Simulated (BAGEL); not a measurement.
**CH5FGe (SMILES [CH3][GeH2][F]) at B3LYP/6-31G(d) (density fitting with qzvpp-jkfit, spherical functions)**

What is the energy change on altering one bond length of CH5FGe at B3LYP/6-31G* (density fitting with qzvpp-jkfit, spherical functions)? 

The results are computed with BAGEL 1.2.2.

1 further run of the same task is left out (it didn't finish).

### 1 The structure to begin with

CH5FGe has 8 atoms, charge 0, and is taken as a singlet. SMILES: `[CH3][GeH2][F]`. Geometry: relaxed at PBE0-D4/def2-TZVP.

Bond lengths: C1–Ge2 1.936 Å, Ge2–F3 1.748 Å, C1–H4 1.092 Å, C1–H5 1.090 Å, C1–H6 1.090 Å, Ge2–H7 1.538 Å, Ge2–H8 1.538 Å. Some angles: C1–Ge2–F3 106.4°, C1–Ge2–H7 113.5°, C1–Ge2–H8 113.5°, F3–Ge2–H7 105.5°, F3–Ge2–H8 105.5°, Ge2–C1–H4 110.2°, Ge2–C1–H5 109.9°, Ge2–C1–H6 109.9°, H7–Ge2–H8 111.6°, H4–C1–H5 108.8°.

### 2 A single-point energy at B3LYP/6-31G(d) (density fitting with qzvpp-jkfit, spherical functions)

input.json reads:

```json
{ "bagel": [

{
  "title": "molecule",
  "basis": "6-31gs.json",
  "df_basis": "qzvpp-jkfit",
  "angstrom": "true",
  "geometry": [
    { "atom": "C", "xyz": [      -0.598200,       0.789100,      -0.332100 ] },
    { "atom": "Ge", "xyz": [       0.468300,      -0.734500,       0.207400 ] },
    { "atom": "F", "xyz": [       1.437000,      -0.203900,       1.562200 ] },
    { "atom": "H", "xyz": [      -1.229500,       0.526100,      -1.183100 ] },
    { "atom": "H", "xyz": [       0.052600,       1.615500,      -0.619000 ] },
    { "atom": "H", "xyz": [      -1.235200,       1.108200,       0.493200 ] },
    { "atom": "H", "xyz": [       1.473200,      -1.188800,      -0.864100 ] },
    { "atom": "H", "xyz": [      -0.368100,      -1.911600,       0.735600 ] }
  ]
},

{ "title": "ks", "xc_func": "b3lyp" },

{ "title": "print", "file": "orbitals.molden", "orbitals": "true" }

]}
```

The basis set 6-31G* is read from a file made from the Basis Set Exchange's data (not shown).

Run with:

```console
BAGEL_NUM_THREADS=1 BAGEL input.json > input.out
```

What it wrote:

```text
* using 1 threads per process

  ===============================================================
  ===============================================================

  *** Geometry ***

  { "atom" : "C", "xyz" : [     -1.130434,      1.491183,     -0.627578 ] },
  { "atom" : "Ge", "xyz" : [      0.884959,     -1.388004,      0.391929 ] },
  { "atom" : "F", "xyz" : [      2.715536,     -0.385315,      2.952130 ] },
  { "atom" : "H", "xyz" : [     -2.323418,      0.994185,     -2.235735 ] },
  { "atom" : "H", "xyz" : [      0.099400,      3.052853,     -1.169740 ] },
  { "atom" : "H", "xyz" : [     -2.334190,      2.094194,      0.932013 ] },
  { "atom" : "H", "xyz" : [      2.783945,     -2.246506,     -1.632912 ] },
  { "atom" : "H", "xyz" : [     -0.695608,     -3.612400,      1.390083 ] },

  Number of auxiliary basis functions:      508

  Since a DF basis is specified, we compute 2- and 3-index integrals:
    o Being stored without compression. Storage requirement is 0.020 GB

  Number of basis functions:       70
  Number of electrons      :       52

    * METHOD: MOLECULE                             0.22

  *** Kohn-Sham DFT ***

    * Removing 13229 points whose weight is below 1.00e-10
    * Grid points: 106019

  === Nuclear Repulsion ===
   212.2925571921

       - DIIS with orbital gradients will be used.

  === KS iteration (b3lyp / 6-31gs.json) ===
      0      -2125.97157507          0.11601556           0.29
      1      -1920.40476072          0.25102054           0.27
      2      -2117.19517020          0.12136801           0.27
      3      -2115.53432944          0.25385437           0.28
      4      -2121.91973761          0.22737546           0.28
      5      -2123.75948693          0.22082881           0.28
      6      -2124.64954240          0.22030662           0.27
      7      -2114.48484224          0.27529895           0.27
      8      -2123.82336704          0.16320301           0.27
      9      -2207.15464024          0.16844958           0.27
     10      -2146.37555973          0.23772095           0.27
     11      -2152.22618610          0.31256213           0.27
     12      -2194.04807601          0.34969554           0.27
     13      -2214.84041125          0.10488538           0.27
     14      -2201.16857752          0.16322739           0.27
     15      -2216.95795199          0.04776324           0.27
     16      -2217.43177230          0.03304928           0.27
     17      -2217.73953268          0.00423355           0.27
     18      -2217.74475825          0.00191408           0.26
     19      -2217.74601776          0.00070879           0.26
     20      -2217.74621217          0.00008450           0.27
     21      -2217.74621425          0.00001674           0.27
     22      -2217.74621432          0.00000286           0.26
     23      -2217.74621433          0.00000047           0.26
     24      -2217.74621433          0.00000008           0.26
     25      -2217.74621433          0.00000003           0.26
     26      -2217.74621433          0.00000001           0.26
     27      -2217.74621433          0.00000001           0.27
    * SCF iteration converged.

    * Permanent dipole moment:
           (    0.627220,    -0.016261,     0.714589) a.u.

    * METHOD: KS                                   7.94

    * METHOD: PRINT                                0.01

  ===============================================================
```

Wall time 8.4 s (1 thread of Arm Neoverse V2, shared host); peak memory 0.39 GiB.

### 3 The distorted shape at the same level

calc.json reads:

```json
{ "bagel": [

{
  "title": "molecule",
  "basis": "6-31gs.json",
  "df_basis": "qzvpp-jkfit",
  "angstrom": true,
  "geometry": [
    { "atom": "C", "xyz": [   -1.451394,    2.007972,   -0.763697 ] },
    { "atom": "Ge", "xyz": [    0.468300,   -0.734500,    0.207400 ] },
    { "atom": "F", "xyz": [    1.437000,   -0.203900,    1.562200 ] },
    { "atom": "H", "xyz": [   -2.082694,    1.744972,   -1.614697 ] },
    { "atom": "H", "xyz": [   -0.800594,    2.834372,   -1.050597 ] },
    { "atom": "H", "xyz": [   -2.088394,    2.327072,    0.061603 ] },
    { "atom": "H", "xyz": [    1.473200,   -1.188800,   -0.864100 ] },
    { "atom": "H", "xyz": [   -0.368100,   -1.911600,    0.735600 ] }
  ]
},
{
  "title": "ks",
  "xc_func": "b3lyp"
},
{
  "title": "print",
  "file": "orbitals.molden",
  "orbitals": true
}

]}
```

The basis set 6-31G* is read from a file made from the Basis Set Exchange's data (not shown).

Run with:

```console
BAGEL_NUM_THREADS=1 BAGEL calc.json > calc.out
```

What it wrote:

```text
* using 1 threads per process

  ===============================================================
  ===============================================================

  *** Geometry ***

  { "atom" : "C", "xyz" : [     -2.742737,      3.794517,     -1.443178 ] },
  { "atom" : "Ge", "xyz" : [      0.884959,     -1.388004,      0.391929 ] },
  { "atom" : "F", "xyz" : [      2.715536,     -0.385315,      2.952130 ] },
  { "atom" : "H", "xyz" : [     -3.935721,      3.297519,     -3.051335 ] },
  { "atom" : "H", "xyz" : [     -1.512903,      5.356187,     -1.985341 ] },
  { "atom" : "H", "xyz" : [     -3.946493,      4.397529,      0.116413 ] },
  { "atom" : "H", "xyz" : [      2.783945,     -2.246506,     -1.632912 ] },
  { "atom" : "H", "xyz" : [     -0.695608,     -3.612400,      1.390083 ] },

  Number of auxiliary basis functions:      508

  Since a DF basis is specified, we compute 2- and 3-index integrals:
    o Being stored without compression. Storage requirement is 0.020 GB

  Number of basis functions:       70
  Number of electrons      :       52

    * METHOD: MOLECULE                             0.21

  *** Kohn-Sham DFT ***

    * Removing 11206 points whose weight is below 1.00e-10
    * Grid points: 108042

  === Nuclear Repulsion ===
   176.3081352962

       - DIIS with orbital gradients will be used.

  === KS iteration (b3lyp / 6-31gs.json) ===
      0      -2133.38097952          0.11620234           0.29
      1      -1775.33024872          0.17667446           0.28
      2      -2095.92214653          0.13267929           0.27
      3      -2195.78031367          0.12568787           0.27
      4      -2208.73975622          0.08350422           0.28
      5      -2216.32350218          0.04780188           0.28
      6      -2209.44161072          0.05445198           0.27
      7      -2198.31259556          0.13691159           0.27
      8      -2217.21274433          0.02138489           0.27
      9      -2217.40210943          0.01369140           0.27
     10      -2217.52509549          0.00996512           0.28
     11      -2217.58627616          0.00645361           0.28
     12      -2217.60259247          0.00428810           0.27
     13      -2217.60563153          0.00296835           0.27
     14      -2217.60927724          0.00188329           0.27
     15      -2217.61133299          0.00040404           0.28
     16      -2217.61143760          0.00004617           0.28
     17      -2217.61143823          0.00001329           0.27
     18      -2217.61143829          0.00000465           0.27
     19      -2217.61143830          0.00000102           0.27
     20      -2217.61143831          0.00000082           0.27
     21      -2217.61143831          0.00000017           0.27
     22      -2217.61143831          0.00000002           0.27
     23      -2217.61143831          0.00000004           0.27
     24      -2217.61143831          0.00000000           0.27
    * SCF iteration converged.

    * Permanent dipole moment:
           (    0.479607,     0.170433,     0.629121) a.u.

    * METHOD: KS                                   7.25

    * METHOD: PRINT                                0.01

  ===============================================================
```

Wall time 7.8 s (1 thread of Arm Neoverse V2, shared host); peak memory 0.4 GiB.

### 4 What came out

At B3LYP/6-31G* (density fitting with qzvpp-jkfit, spherical functions):

| quantity | value |
| --- | --- |
| first shape: total energy | -2217.74621 Eh |
| first shape: dipole moment | 2.42 D |
| first shape: HOMO energy | -8.55 eV |
| first shape: LUMO energy | 0.34 eV |
| first shape: HOMO–LUMO gap | 8.89 eV |
| distorted shape: total energy | -2217.61144 Eh |
| distorted shape: dipole moment | 2.06 D |
| distorted shape: HOMO energy | -6.12 eV |
| distorted shape: LUMO energy | -3.36 eV |
| distorted shape: HOMO–LUMO gap | 2.76 eV |
| energy change with the C1–Ge2 bond stretched from 1.936 to 3.486 Å | 3.667 eV |

What this shows: One bond (distorted shape) is far stretched, which a spin-restricted single reference describes badly; a broken-symmetry solution may lie lower. With the C1–Ge2 bond stretched from 1.936 to 3.486 Å the energy rises by 3.67 eV (354 kJ/mol). The first shape isn't relaxed at this level, so the change isn't measured from a minimum. A restricted reference can't describe the breaking bond well at this length.
